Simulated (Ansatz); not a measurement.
**FGe₂H₅O: a ladder of functionals and wavefunction methods**

An exercise on one series of results from a longer session: the logs are not shown, and one member is left open.

The runs use Ansatz 0.2.0, Gaussian basis; functionals in def2-TZVPP, the program's frozen cores in correlated methods.

Levels to be run: LDA (SPW92), PBE-D4, revPBE-D4, BLYP-D4, r2SCAN-D4, B97M-V, PBE0-D4, B3LYP-D4, r2SCANh-D4, r2SCAN0-D4, HSE06-D4, BHLYP-D4, CAM-B3LYP-D4, LC-ωPBE, ωB97X-V, ωB97M-V, B2PLYP, PBE-QIDH; CCSD(T)/def2-SVP; CCSD(T)/def2-TZVPP; MP2/def2-QZVPP; extrapolation to the limit; RPA on PBE.

**Structure used throughout**

An earlier PBE0-D4 in a triple-zeta def2 set relaxation fixed the geometry.

SMILES `[F][GeH2][O][GeH3]`, 9 atoms, charge 0, spin multiplicity 1.

Atoms are counted from 1 here; the program's logs count them from 0.

Bond lengths: F1–Ge2 1.730 Å, Ge2–O3 1.749 Å, Ge2–H5 1.535 Å, Ge2–H6 1.535 Å, O3–Ge4 1.776 Å, Ge4–H7 1.540 Å, Ge4–H8 1.540 Å, Ge4–H9 1.531 Å. Angles: F1–Ge2–O3 104.2°, F1–Ge2–H5 106.8°, F1–Ge2–H6 106.8°, O3–Ge2–H5 111.2°, O3–Ge2–H6 111.2°, H5–Ge2–H6 115.9°, Ge2–O3–Ge4 132.3°, O3–Ge4–H7 108.8°, O3–Ge4–H8 108.8°, O3–Ge4–H9 105.4°, H7–Ge4–H8 110.2°, H7–Ge4–H9 111.7°, H8–Ge4–H9 111.7°.

Set-up of the first run:

in.yaml

```yaml
crystal:
  periodic: [false, false, false]
  atoms:
    - {symbol: F, position_ang: [-2.387665, 1.757057, 0.071893]}
    - {symbol: Ge, position_ang: [-0.700363, 1.389630, 0.183242]}
    - {symbol: O, position_ang: [-0.615141, -0.330564, -0.120869]}
    - {symbol: Ge, position_ang: [0.749583, -1.464674, -0.195103]}
    - {symbol: H, position_ang: [0.000706, 2.184808, -0.927161]}
    - {symbol: H, position_ang: [-0.268594, 1.721004, 1.618648]}
    - {symbol: H, position_ang: [1.467312, -1.467194, 1.167139]}
    - {symbol: H, position_ang: [1.714845, -1.008245, -1.304539]}
    - {symbol: H, position_ang: [0.127717, -2.828122, -0.510453]}
basis:
  gaussian: {orbitals: def2-TZVPP}
hamiltonian: {xc: lda}
output: {orbitals: {seedname: orbitals}}
```

The run is started by

```
ansatz run in.yaml --threads 4 --pin off --events-out ev --progress --plain --max-ram 10444MiB
```

Among the steps run: LDA; PBE-D4 (GGA); revPBE-D4 (GGA); BLYP-D4 (GGA); r2SCAN-D4 (meta-GGA); B97M-V (meta-GGA); B3LYP-D4 (hybrid); r2SCANh-D4 (hybrid); r2SCAN0-D4 (hybrid); HSE06-D4 (hybrid); BHLYP-D4 (hybrid); CAM-B3LYP-D4 (range-separated); LC-ωPBE (range-separated); ωB97X-V (range-separated); ωB97M-V (range-separated); B2PLYP (double hybrid); PBE-QIDH (double hybrid).

One table of the session follows, with a row left open; its other results are not shown here.

It belongs to the step «Frontier levels by functional». 

| functional | HOMO (eV) | gap (eV) |
| --- | --- | --- |
| LDA (SPW92) | -7.17 | 5.71 |
| PBE-D4 | -7.07 | 5.91 |
| revPBE-D4 | -7.02 | 6.01 |
| BLYP-D4 | -6.98 | 5.91 |
| r2SCAN-D4 | -7.44 | 6.59 |
| B97M-V | -7.59 | 6.59 |
| PBE0-D4 | -8.58 | 8.30 |
| B3LYP-D4 | -8.35 | 7.82 |
| r2SCANh-D4 | -7.99 | 7.45 |
| r2SCAN0-D4 | ? | ? |
| HSE06-D4 | -8.17 | 7.52 |
| BHLYP-D4 | -10.01 | 10.60 |
| CAM-B3LYP-D4 | -9.98 | 10.69 |
| LC-ωPBE | -11.30 | 13.27 |
| ωB97X-V | -11.00 | 12.77 |
| ωB97M-V | -10.88 | 12.42 |

Q: Estimate the row for r2SCAN0-D4 from the others.

Worked estimate for «HOMO (eV)». Against the share of exact exchange, r2SCAN-D4 (0, -7.44), r2SCANh-D4 (0.1, -7.99) give a slope of -5.50 per unit share; at 0.25 the line stands at -8.81.

As computed: HOMO (eV): -8.83; gap (eV): 8.73. In «HOMO (eV)» the line misses by +0.02.
